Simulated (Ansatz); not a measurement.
Predict the output of the script below (the Ansatz DFT code, driven from Python).

The script, `tae_c2h6s2.py`:
```python
"""Energy to split C2H6S2 into its atoms."""

from collections import Counter
import logging
import sys

import ansatz as az
from ase import Atoms

logging.basicConfig(stream=sys.stdout, format="%(levelname)s %(message)s")
log = logging.getLogger("ansatz_job")
log.setLevel(logging.INFO)


def total_energy(molecule, charge=0, unpaired=0):
    calc = molecule.calculation().basis(gaussian="cc-pVDZ").functional("HF")
    if charge:
        calc = calc.charge(charge)
    if unpaired:
        calc = calc.spin("collinear", total=unpaired)
    report = calc.run().report
    if report["published_state_doubts"]:
        print("  doubts:", report["published_state_doubts"])
    return report["free_energy_ev"]

atoms = Atoms(["C", "S", "C", "S", "H", "H", "H", "H", "H", "H"], positions=[
    (-1.1172, 0.8592, -0.5865),
    (-0.2134, 0.7578, 0.9319),
    (0.4434, -0.8979, 0.6832),
    (1.9121, -0.8844, -0.4918),
    (-1.8823, 0.0772, -0.6966),
    (-1.7196, 1.8627, -0.5853),
    (-0.4818, 0.91, -1.4674),
    (0.9005, -1.2306, 1.6526),
    (-0.2997, -1.5793, 0.4194),
    (2.5411, 0.0742, 0.1434),
])
geometry = az.Crystal.molecule_from_ase(atoms)

# unpaired electrons of the ground-state atoms
unpaired = {"C": 2, "S": 2, "H": 1}
counts = Counter(site.symbol for site in geometry.cartesian_sites)
atom_energy = {s: total_energy(az.Crystal.molecule().atom(s, (0, 0, 0)), 0, unpaired[s]) for s in counts}
whole = total_energy(geometry, 0, 0)
for s, e in atom_energy.items():
    log.info(f"{s:2s} x{counts[s]}  {e:14.5f} eV")
log.info(f"C2H6S2: {whole:.5f} eV")
split = sum(counts[s] * e for s, e in atom_energy.items()) - whole
log.info(f"atomisation energy (no zero-point term): {96.485332 * split:.1f} kJ/mol, {split / sum(counts.values()):.3f} eV an atom")
```

`python tae_c2h6s2.py` gives:
```text
INFO C  x2     -1025.50311 eV
INFO S  x2    -10816.43900 eV
INFO H  x6       -13.58606 eV
INFO C2H6S2: -23790.17450 eV
INFO atomisation energy (no zero-point term): 2390.3 kJ/mol, 2.477 eV an atom
```

2390.3 kJ/mol from the electronic energies, without the zero-point term.

The settings weren't tested for convergence. The geometry is a force-field or estimated start, not a minimum of this method, and the basis set is short of its limit. All parts are taken at fixed geometry, without zero-point energy. Hartree-Fock leaves correlation out, so bond, atomisation and ionisation energies come out well too low. For Al to Cl the sets with a tight d function, cc-pV(X+d)Z, are usual. Hardware and time: 1.5 s on 1 thread of Arm Neoverse V2 (shared host), peak memory 0.23 GiB.

(Lines on the test bed's own set-up are left out of the output.)
